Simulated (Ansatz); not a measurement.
AlH₄NOSn, SMILES [OH][SnH]1[NH][AlH]1: a rigid torsion scan, run with the Python package of Ansatz (0.2.0).

`run_torsion.py`:
```python
"""Rigid torsion scan of AlH4NOSn."""

import ansatz
from ase import Atoms

atoms = Atoms(["O", "Sn", "N", "Al", "H", "H", "H", "H"], positions=[
    (-0.6453, 1.7048, -1.3849),
    (0.2437, 0.9858, 0.1707),
    (0.8182, -0.9382, -0.2946),
    (-0.5005, -1.4033, 0.8778),
    (-1.44, 1.1161, -1.582),
    (1.6632, 1.8926, 0.691),
    (1.7615, -1.1157, 0.2504),
    (-1.8088, -2.2991, 1.2158),
])

# relax first, so that the scan starts from a minimum
first = (
    ansatz.Crystal.molecule_from_ase(atoms).calculation()
    .basis(gaussian="def2-SVP")
    .functional("hf")
    .relax(force_tolerance=0.02, max_steps=80)
)
atoms.positions = first.run(threads=1, backend="cpu").report["positions_ang"]

start = atoms.get_dihedral(2, 1, 0, 4)
energies = {}
for turn in range(0, 360, 30):
    turned = atoms.copy()
    turned.set_dihedral(2, 1, 0, 4, start + turn, indices=[0, 4])
    calculation = ansatz.Crystal.molecule_from_ase(turned).calculation().basis(gaussian="def2-SVP").functional("hf")
    energies[round((start + turn) % 360)] = calculation.run(threads=1, backend="cpu").report["free_energy_ev"]
floor = min(energies.values())
print("dihedral N2-Sn1-O0-H4 (deg)   E - E(min) (eV)")
for angle, e in sorted(energies.items()):
    print(f"{angle:8d} {(e - floor):14.3f}  " + "#" * int(30 * (e - floor) / max(max(energies.values()) - floor, 1e-9)))
```

Where along the turn do the lowest and the highest point lie, and how far apart are they?

The lowest point is at 66° and the highest at 156°, 0.098 eV (9.5 kJ/mol) above it, with the rest of the molecule held.

The run itself:

```console
$ python run_torsion.py
dihedral N2-Sn1-O0-H4 (deg)   E - E(min) (eV)
       6          0.050  ###############
      36          0.017  #####
      66          0.000
      96          0.019  #####
     126          0.063  ###################
     156          0.098  ##############################
     186          0.096  #############################
     216          0.063  ###################
     246          0.029  ########
     276          0.023  #######
     306          0.045  #############
     336          0.063  ###################
```

The scan is rigid and the energies are electronic, in a modest basis. With rigid groups the curve can differ much from the relaxed path, the start wasn't checked as a minimum of this torsion, and equivalent turns needn't return to the same energy. def2 sets replace the cores of elements past krypton by effective core potentials. It ran for 46 s on 1 thread of Arm Neoverse V1, on a shared host, peak memory 0.26 GiB.

(Lines on the test bed's own set-up are left out of the output.)
